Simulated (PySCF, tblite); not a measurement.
# C7H5FNS+: geometry, infrared bands and NMR shifts

Wanted: the infrared bands and NMR shifts of C7H5FNS+ (`N#Cc1ccc[s+]c1CF`), by calculation.

Programs: tblite 0.8.0 and PySCF 2.14.0, with density-fitted response routines of our own. Each step states its level of theory. These are calculated values for one molecule in the gas phase, unless marked as measured. Atoms are numbered from 0 throughout.

### 1 The molecule as given

15 atoms, charge 1, multiplicity 1; geometry from: force field or distance geometry start.

Bonds of the start (Å): N0–C1 1.17, C1–C2 1.45, C2–C3 1.39, C3–C4 1.37, C4–C5 1.37, C5–S6 1.72, S6–C7 1.71, C7–C8 1.50, C8–F9 1.39, C7–C2 1.37, C3–H10 1.09, C4–H11 1.10, C5–H12 1.09, C8–H13 1.10, C8–H14 1.11.

### 2 Geometry optimisation with GFN2-xTB

What the job is given:

```
{"job": {"kind": "relax", "xc": "GFN2-xTB", "basis": "xTB"}, "charge": 1, "multiplicity": 1}
N      1.611500     2.805300    -0.644000
C      0.924500     1.878000    -0.441700
C      0.092800     0.723900    -0.169200
C     -1.281000     0.885000    -0.257300
C     -2.207200    -0.095400    -0.027400
C     -1.941400    -1.403100     0.294300
S     -0.279300    -1.802200     0.440400
C      0.726600    -0.449400     0.142500
C      2.226100    -0.505700     0.194300
F      2.514600    -1.822600     0.532700
H     -1.664000     1.876600    -0.509100
H     -3.275900     0.155600    -0.126100
H     -2.748600    -2.123200     0.462600
H      2.627900     0.234900     0.897700
H      2.669100    -0.349800    -0.811600
```

On the command line:

```bash
OMP_NUM_THREADS=1 python probes_run.py task.json out
```

One launch serves the whole session: the jobs run in the order shown.

**Question.** This job is followed by: GFN2-xTB harmonic vibrations, gas phase; GIAO PBE0/pcSseg-1 NMR shielding, non-relativistic, gas phase. Predict these results of the whole session: strongest single infrared mode (GFN2-xTB); zero-point energy (GFN2-xTB); ¹³C shifts against TMS (PBE0/pcSseg-1); ¹H shifts against TMS (PBE0/pcSseg-1, means over atoms taken as alike); ¹⁵N shifts against NH3 (PBE0/pcSseg-1); ³³S shifts against CS2 (PBE0/pcSseg-1); ¹⁹F shifts against CFCl3 (PBE0/pcSseg-1).

As calculated:

| quantity | value |
| --- | --- |
| strongest single infrared mode (GFN2-xTB) | 1367 cm⁻¹, 85 km/mol |
| zero-point energy (GFN2-xTB) | 62.2 kcal/mol |
| ¹³C shifts against TMS (PBE0/pcSseg-1) | 198.8, 168.9, 161.8, 142.6, 124.0, 114.7, 89.0 ppm |
| ¹H shifts against TMS (PBE0/pcSseg-1, means over atoms taken as alike) | 10.02, 9.37, 9.25, 6.86 ppm |
| ¹⁵N shifts against NH3 (PBE0/pcSseg-1) | 367.4 ppm |
| ³³S shifts against CS2 (PBE0/pcSseg-1) | 365 ppm |
| ¹⁹F shifts against CFCl3 (PBE0/pcSseg-1) | -243.2 ppm |

**Reading.** Relaxing lowered the energy by 0.510 eV in 40 steps; the close pair that moved most is N0–C1, from 1.172 to 1.142 Å. All 39 modes are real, so the xTB geometry is a minimum. The strongest single mode, at 1367 cm⁻¹, is carried by H13, H14, C2, C7. GFN2-xTB is a fitted tight-binding method: band positions and strengths are rough. Its intensities can rank the bands wrongly. At PBE0/pcSseg-1: Shielding is most anisotropic at S6 (span 732 ppm, paramagnetic term -917 ppm). NICS(1)zz of -24 ppm above the planar ring from C2 marks a diatropic (aromatic) ring current.
